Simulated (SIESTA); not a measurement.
Crystal: AlGa3N4.

```
Ga Al N
1.0
     4.47169    0.00000    0.00000
     0.00000    4.47169    0.00000
     0.00000    0.00000    4.47169
Ga Al N
3 1 4
Direct
  0.00000 0.50000 0.50000
  0.50000 0.00000 0.50000
  0.50000 0.50000 0.00000
  0.00000 0.00000 0.00000
  0.24429 0.24429 0.24429
  0.24429 0.75571 0.75571
  0.75571 0.24429 0.75571
  0.75571 0.75571 0.24429
```

The cell comes from a database or a generator and needn't be the stable form of this composition.

- Program: SIESTA 5.4.2
- Task: single point
- Functional: PBEsol
- Potentials or basis: PseudoDojo 0.4 standard (PBEsol files)
- Basis: DZP (energy shift 0.003 Ry; two zetas on semicore shells)
- Grid cutoff: 800 Ry
- Energy shift: 0.003 Ry
- k mesh: 6 × 6 × 6
- Occupations: fermi-dirac, width 0.05 eV
- Spin: no spin polarisation

On this cell: pressure 1.8 GPa; largest force 0.068 eV/Å; band gap on the k mesh 2.41 eV, direct.

The same run follows on a disturbed copy (atoms moved at random, drawn with an rms of 0.05 Å):

```
Ga Al N
1.0
     4.47169    0.00000    0.00000
     0.00000    4.47169    0.00000
     0.00000    0.00000    4.47169
Ga Al N
3 1 4
Direct
  0.99891 0.49723 0.49860
  0.49932 0.99845 0.50332
  0.50141 0.49590 0.99659
  0.99649 0.99494 0.98479
  0.24269 0.24708 0.25130
  0.24046 0.75669 0.75705
  0.76337 0.25173 0.76007
  0.75745 0.76805 0.25562
```

Q: What changes?

A: The energy moves by +23.4 meV/atom; pressure 2.5 GPa; largest force 1.948 eV/Å; band gap on the k mesh 2.22 eV, direct.

Forces on the atoms (eV/Å):
```
Ga   0.112  0.508 -0.233
Ga  -0.175  0.481 -0.010
Ga  -0.172  0.572  0.874
Al   0.286  0.540  1.850
N    0.187 -0.407 -0.799
N    0.651 -0.509 -0.270
N   -0.793 -0.327 -0.441
N   -0.097 -0.857 -0.968
```

Stress tensor (GPa, compression positive):
```
 2.54 -3.04 -2.66
-3.04  2.55 -0.14
-2.66 -0.14  2.33
```

Caveats: the basis of atomic orbitals isn't converged, which shifts pressures, moduli and gaps.

